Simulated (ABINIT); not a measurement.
**GaGe: phonons with PBE**

GaGe:

```xyz
2
Lattice="0.0000 2.8978 2.8978 2.8978 0.0000 2.8978 2.8978 2.8978 0.0000" Properties=species:S:1:pos:R:3 pbc="T T T"
Ge    0.0000    0.0000    0.0000
Ga    1.4489    1.4489    1.4489
```

The cell comes from a database or a generator and needn't be the stable form of this composition.

```yaml
Program: ABINIT 10.8.3 (patched build)
Task: phonons
Functional: PBE
Potentials_or_basis: JTH PAW PBE v2.0
Cutoff: 435 eV
k_mesh: 6 × 6 × 6, with 4 shifts
Occupations: cold (ABINIT), width 0.1 eV
Spin: no spin polarisation
Stop_of_the_response_cycle_tolvrs: 1e-09
Acoustic_sum_rule_asr: 1
Fine-grid_cutoff: 870.764 eV
```

- Highest phonon frequency at Γ, LO-TO splitting left out: 161 cm⁻¹

Phonon frequencies in cm⁻¹ (negative: imaginary):
| q point | frequencies |
| --- | --- |
| (0.000, 0.000, 0.000) | 0 0 0 161 161 161 |

Run time: 9.4 min on 1 thread of Intel(R) Xeon(R) 6975P-C (Granite Rapids), with other jobs on the host, peak memory 0.74 GiB.
